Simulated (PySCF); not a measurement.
# CI⁻ (triplet) at other levels of theory

Starting from one script, swap the method and compare what comes out for CI⁻ (triplet).

Method: method and basis as typed in the scripts; program: PySCF 2.14.0.

5 further runs of the same task are left out: 1 for a known fault of the program, 4 that didn't finish.

## (1) The starting structure

CI⁻ (triplet): 2 atoms, charge -1, spin multiplicity 3.

Bond lengths: C1–I2 2.120 Å.

## (2) The base run

input.py

```python
from pyscf import gto, scf, mcscf

mol = gto.M(
    atom='C 0 0 0; I 0 0 2.12',
    basis='def2-svpd',
    ecp={'I': 'def2-svpd'},
    charge=-1,
    spin=2,
    verbose=3,
)
mf = scf.ROHF(mol)
mf.kernel()
mc = mcscf.CASSCF(mf, 6, 4)
mc.kernel()
mc.analyze()
mf.dip_moment()
print('orbital energies (hartree):', mf.mo_energy[..., max(0, mol.nelec[1]-3):mol.nelec[0]+3].round(4))
```

Run with:

```sh
> python input.py
```

## (3) NEVPT2

Edit 1 changes step after the SCF: casscf → nevpt2; active space: 4 electrons in 6 orbitals → 6 electrons in 5 orbitals.

Changes to input.py since step 2:

```diff
@@ -1,2 +1,2 @@
-from pyscf import gto, scf, mcscf
+from pyscf import gto, scf, mcscf, mrpt
 
@@ -12,5 +12,6 @@
 mf.kernel()
-mc = mcscf.CASSCF(mf, 6, 4)
+mc = mcscf.CASSCF(mf, 5, 6)
 mc.kernel()
 mc.analyze()
+mrpt.NEVPT(mc).kernel()
 mf.dip_moment()
```

## (4) RHF

Edit 2 changes SCF type: ROHF → RHF.

Changes to input.py since step 2:

```diff
@@ -10,3 +10,3 @@
 )
-mf = scf.ROHF(mol)
+mf = scf.RHF(mol)
 mf.kernel()
```

## (5) Stability test (UHF)

Edit 3 changes step after the SCF: casscf → stability; SCF type: ROHF → UHF.

input.py

```python
from pyscf import gto, scf

mol = gto.M(
    atom='C 0 0 0; I 0 0 2.12',
    basis='def2-svpd',
    ecp={'I': 'def2-svpd'},
    charge=-1,
    spin=2,
    verbose=3,
)
mf = scf.UHF(mol)
mf.kernel()
mf.stability(internal=True, external=True)
mf.dip_moment()
print('orbital energies (hartree):', [e[max(0, n-3):n+3].round(4) for e, n in zip(mf.mo_energy, mol.nelec)])
```

## (6) Population analysis

Edit 4 changes step after the SCF: casscf → analyze.

Changes to input.py since step 2:

```diff
@@ -1,2 +1,2 @@
-from pyscf import gto, scf, mcscf
+from pyscf import gto, scf
 
@@ -12,5 +12,3 @@
 mf.kernel()
-mc = mcscf.CASSCF(mf, 6, 4)
-mc.kernel()
-mc.analyze()
+mf.mulliken_pop()
 mf.dip_moment()
```

## (7) Gradient

Edit 5 changes step after the SCF: casscf → gradient.

Changes to input.py since step 2:

```diff
@@ -1,2 +1,2 @@
-from pyscf import gto, scf, mcscf
+from pyscf import gto, scf
 
@@ -12,5 +12,3 @@
 mf.kernel()
-mc = mcscf.CASSCF(mf, 6, 4)
-mc.kernel()
-mc.analyze()
+mf.nuc_grad_method().kernel()
 mf.dip_moment()
```

## (8) TDHF (UHF)

Edit 6 changes step after the SCF: casscf → tddft; SCF type: ROHF → UHF; number of roots: none → 4.

input.py

```python
from pyscf import gto, scf, tdscf

mol = gto.M(
    atom='C 0 0 0; I 0 0 2.12',
    basis='def2-svpd',
    ecp={'I': 'def2-svpd'},
    charge=-1,
    spin=2,
    verbose=3,
)
mf = scf.UHF(mol)
mf.kernel()
td = tdscf.TDHF(mf)
td.nstates = 4
td.kernel()
td.analyze(verbose=3)
mf.dip_moment()
print('orbital energies (hartree):', [e[max(0, n-3):n+3].round(4) for e, n in zip(mf.mo_energy, mol.nelec)])
```

What does the calculation give? Wanted: for each run, E(SCF); from base; after the SCF.

**Answer**, as computed:

| run | E(SCF) (hartree) | from base (eV) | after the SCF |
| --- | --- | --- | --- |
| base | -334.379940 | 0 | CASSCF correlation -0.915 eV |
| NEVPT2 | -334.379940 | 0.0000 | NEVPT2 correlation -6.637 eV (from the SCF energy, the CASSCF gain included) |
| RHF | -334.379940 | 0.0000 | CASSCF correlation -0.915 eV |
| stability test (UHF) | -334.387931 | -0.2175 | stable |
| population analysis | -334.379940 | 0.0000 | n/a |
| gradient | -334.379940 | 0.0000 | n/a |
| TDHF (UHF) | -334.387931 | -0.2175 | lowest root found 3.04 eV |

With RHF the SCF ends at the base energy.
